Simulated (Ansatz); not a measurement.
# AgRh: the cost of one run

Computed with Ansatz 0.2.0 (DFT PBE, with the methods named in each step, unless a step's input says otherwise).

1 further run of the same task is left out (set aside as unsound or not needed).

### 1 The structure to begin with

It takes space group P-6m2 (No. 187, hexagonal). The conventional cell has a = 2.778 Å, b = 2.778 Å, c = 4.809 Å, α = 90.00°, β = 90.00°, γ = 120.00°. Ag (site symmetry -6m2) has 6 Ag at 2.78 Å and 6 Rh at 2.89 Å as nearest neighbours. Rh (site symmetry -6m2) has 6 Rh at 2.78 Å and 6 Ag at 2.89 Å as nearest neighbours.

Coordinates:

```
Ag Rh
1.0
     2.77759    0.00000    0.00000
    -1.38879    2.40546    0.00000
     0.00000    0.00000    4.80860
Ag Rh
1 1
Direct
  0.00000 0.00000 0.50000
  0.66667 0.33333 0.00000
```

Atoms are numbered in the order of the input: Ag1, Rh2.

### 2 Free moments, LAPW

The input, input.yaml:

```yaml
crystal:
  lattice:
    - [2.7775881998, 0.0, 0.0]
    - [-1.3887940999, 2.4054619423, 0.0]
    - [0.0, 0.0, 4.808602]
  atoms:
    - { symbol: Ag, position: [0.0, 0.0, 0.5] }
    - { symbol: Rh, position: [0.6666666667, 0.3333333333, 0.0], spin: 1.0 }
magnetization:
  spin_polarized: true
kpoints:
  mp_grid: { grid: [14, 14, 7] }
scf:
  occupations: { method: fermi_dirac, width: 0.05 }
hamiltonian:
  xc: pbe
  pseudopotentials: { kind: all_electron, lapw: { basis_error: 0.001 } }
output:
  forces: true
  stress: true
  eigenvalues: false
  populations: true
```

Command:

```sh
ansatz run input.yaml --threads 1 --pin off --max-ram 3072MiB --backend cpu --events-out ev --progress --plain --runs-dir out
```

**Question.** How long does this run take on 1 thread of Arm Neoverse V2, shared host, and how much memory does it need?

About 1.7 min, with a peak of 0.66 GiB.
